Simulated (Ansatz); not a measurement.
# C2HCl3Zr: the cost of one run

Program: Ansatz 0.2.0. Level of theory: RHF-MP2, frozen core/def2-SVP. These are calculated values, not measurements.

2 further runs of the same task are left out: 2 set aside as unsound or not needed.

### 1 The starting structure

7 atoms, charge 0, spin multiplicity 1.

Atoms are counted from 1 here; the program's logs count them from 0.

Bond lengths: C1–C2 1.240 Å, C1–H7 1.085 Å, C2–Zr3 2.153 Å, Zr3–Cl4 2.338 Å, Zr3–Cl5 2.338 Å, Zr3–Cl6 2.338 Å. Angles: C2–C1–H7 180.0°, C1–C2–Zr3 179.4°, C2–Zr3–Cl4 107.7°, C2–Zr3–Cl5 107.5°, C2–Zr3–Cl6 107.6°, Cl4–Zr3–Cl5 111.3°, Cl4–Zr3–Cl6 111.3°, Cl5–Zr3–Cl6 111.3°.

Coordinates:

```mol
C2HCl3Zr
  3D, bonds by distance, orders not assigned

  7  6  0  0  0  0  0  0  0  0999 V2000
    1.8581   -1.2685    0.2549 C   0  0
    0.8354   -0.5809    0.1181 C   0  0
   -0.9280    0.6303   -0.1261 Zr  0  0
   -2.6968   -0.7918   -0.6870 Cl  0  0
   -0.4956    2.1618   -1.8384 Cl  0  0
   -1.3258    1.7188    1.9042 Cl  0  0
    2.7528   -1.8699    0.3742 H   0  0
  1  2  8  0
  1  7  8  0
  2  3  8  0
  3  4  8  0
  3  5  8  0
  3  6  8  0
M  END
```

### 2 Relaxation

input.yaml reads:

```yaml
crystal:
  periodic: [false, false, false]
  atoms:
    - { symbol: C, position_ang: [1.858061, -1.26846, 0.254901] }
    - { symbol: C, position_ang: [0.835403, -0.580851, 0.118129] }
    - { symbol: Zr, position_ang: [-0.928031, 0.630302, -0.126055] }
    - { symbol: Cl, position_ang: [-2.696805, -0.791773, -0.687035] }
    - { symbol: Cl, position_ang: [-0.495632, 2.161839, -1.838397] }
    - { symbol: Cl, position_ang: [-1.325801, 1.718789, 1.90425] }
    - { symbol: H, position_ang: [2.752807, -1.869856, 0.374208] }
basis:
  gaussian: { orbitals: def2-SVP }
hamiltonian:
  xc: hf
output:
  forces: true
correlation:
  method: mp2
relax:
  f_tol: 0.003
  max_steps: 120
```

On the command line:

```console
ansatz run input.yaml --threads 1 --pin off --max-ram 2560MiB --backend cpu --events-out ev --progress --plain --runs-dir out
```

**Question.** How long does this run take on 1 thread of Arm Neoverse N1, shared host, and how much memory does it need?

About 1.7 min, with a peak of 0.34 GiB.
